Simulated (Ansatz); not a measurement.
What does this script print? It uses Ansatz 0.2.0, Python API.

Contents of `ybp.extxyz`:
```text
2
Lattice="0.0 2.77575 2.77575 2.77575 0.0 2.77575 2.77575 2.77575 0.0" Properties=species:S:1:pos:R:3 pbc="T T T"
Yb    2.77575000    2.77575000    2.77575000
P     0.00000000    0.00000000    0.00000000
```

`ybp_edit.py`
```python
"""Editing single keys of the input for YbP."""

import warnings

import ansatz as az

warnings.simplefilter("ignore", az.DeckWarning)

structure = az.Crystal.from_extxyz("ybp.extxyz")

calculation = (
    structure.calculation()
    .functional("lda")
    .kpoints(7, 7, 7)
    .occupations("fermi_dirac")
    .band_table()
)
typed = calculation.input()
rows = []
for value in [2, 5, 10]:
    edited = typed.set(az.key.scf.mixing.ndim, value)
    summary = az.Session.from_dict(edited).plan().execute().report
    rows.append((value, summary["free_energy_ev"], summary["n_iterations"], len(summary["eigenvalues_ev"][0]) if "eigenvalues_ev" in summary else 0))
print("       history            F eV      iterations    bands listed")
for row in rows:
    print(f"{str(row[0]):>14s}  {row[1]:14.5f}  {row[2]:14d}  {row[3]:14d}")
print(edited.to_yaml())
```

Running `python ybp_edit.py` prints:
```text
       history            F eV      iterations    bands listed
             2    -14289.26282               9              19
             5    -14289.26282               8              19
            10    -14289.26282               8              19
crystal:
  lattice:
    - [0.0, 2.77575, 2.77575]
    - [2.77575, 0.0, 2.77575]
    - [2.77575, 2.77575, 0.0]
  atoms:
    - { symbol: Yb, position: [0.5, 0.5, 0.5] }
    - { symbol: P, position: [0.0, 0.0, 0.0] }
kpoints:
  mp_grid:
    grid: [7, 7, 7]
hamiltonian:
  xc: lda
scf:
  occupations:
    method: fermi_dirac
  mixing:
    ndim: 10
output:
  eigenvalues: true
```

Reading the output:
- Total energies depend on the potentials; only differences at equal settings carry meaning. A total without «per atom» is that of the cell as typed.
- Semilocal functionals put the nearly full 4f shell of Yb too close to the Fermi level.
- The mesh is modest for a metal, so energies can be off by several to tens of meV an atom and pressures by half a GPa or more; differences at equal mesh fare better.
- The starting cell is as deposited in a crystallographic database; the results hold for this polymorph, which needn't be the stable one.
- Run time: 4.1 s on 1 thread of Arm Neoverse V2, on a shared host, peak memory 0.35 GiB.

(Lines on the test bed's own set-up are left out of the output.)
